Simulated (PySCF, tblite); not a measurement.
# C4H9OSi radical: geometry, infrared bands and EPR parameters

Wanted: the infrared bands and EPR parameters of C4H9OSi radical (`C/C=[C]/CO[SiH3]`), by calculation.

Computed with tblite 0.8.0 and PySCF 2.14.0, with density-fitted response routines of our own, on a single molecule in the gas phase. Atoms count from 0, in the outputs and in this text.

### Step 1. Starting geometry

15 atoms, charge 0, multiplicity 2; geometry from: force field or distance geometry start.

Bonds of the start (Å): C0–C1 1.51, C1–C2 1.30, C2–C3 1.47, C3–O4 1.41, O4–Si5 1.66, C0–H6 1.09, C0–H7 1.10, C0–H8 1.09, C1–H9 1.08, C3–H10 1.11, C3–H11 1.10, Si5–H12 1.48, Si5–H13 1.48, Si5–H14 1.47.

### Step 2. Relaxing the molecule with GFN2-xTB

What the job is given:

```
{"job": {"kind": "relax", "xc": "GFN2-xTB", "basis": "xTB"}, "charge": 0, "multiplicity": 2}
C      3.107400     0.576300     0.172800
C      1.681300     1.058500     0.103600
C      0.649000     0.277600     0.050100
C     -0.549900    -0.571200    -0.037100
O     -1.704300     0.245600    -0.061900
Si    -3.190500    -0.495300    -0.159400
H      3.662400     0.973600    -0.682900
H      3.580700     0.940700     1.096500
H      3.167900    -0.516800     0.156800
H      1.524000     2.127900     0.130900
H     -0.579700    -1.236100     0.849500
H     -0.492700    -1.202800    -0.929800
H     -4.266400     0.526000    -0.179800
H     -3.352300    -1.376100     1.021400
H     -3.241300    -1.319900    -1.380000
```

The run is started by

```
OMP_NUM_THREADS=1 python probes_run.py task.json out
```

The driver reads the jobs from task.json and runs them one after another.

**Question.** This job is followed by: GFN2-xTB harmonic vibrations, gas phase; UKS B3LYP, pcH-1 on C H O Si, non-relativistic, mean-field spin-orbit, GIAO. Predict these results of the whole session: strongest single infrared mode (GFN2-xTB); zero-point energy (GFN2-xTB); g(iso) (B3LYP); ⟨S²⟩; largest a(iso) (averaged by class); surface potential, 1st and 99th percentile.

**Answer**, as computed:

```
                                 quantity                  value
strongest single infrared mode (GFN2-xTB)  2206 cm⁻¹, 417 km/mol
             zero-point energy (GFN2-xTB)          69.6 kcal/mol
                           g(iso) (B3LYP)                2.00218
                                     ⟨S²⟩     0.758 (exact 0.75)
       largest a(iso) (averaged by class)   13C on C2, 249.6 MHz
    surface potential, 1st and 99th percentile     -1.10 V and 1.34 V
```

What this shows: Over 67 steps the energy fell by 0.281 eV; of the close pairs, O4–Si5 changed most, 1.663 to 1.617 Å. All 39 modes are real, so the xTB geometry is a minimum. The strongest single mode, at 2206 cm⁻¹, moves mainly H13 and H14. GFN2-xTB is a fitted tight-binding method: band positions and strengths are rough. Its intensities can rank the bands wrongly. Most of the unpaired spin sits on C2 (1.00 e). The isotropic g lies 0.1 ppt below the free-electron value.
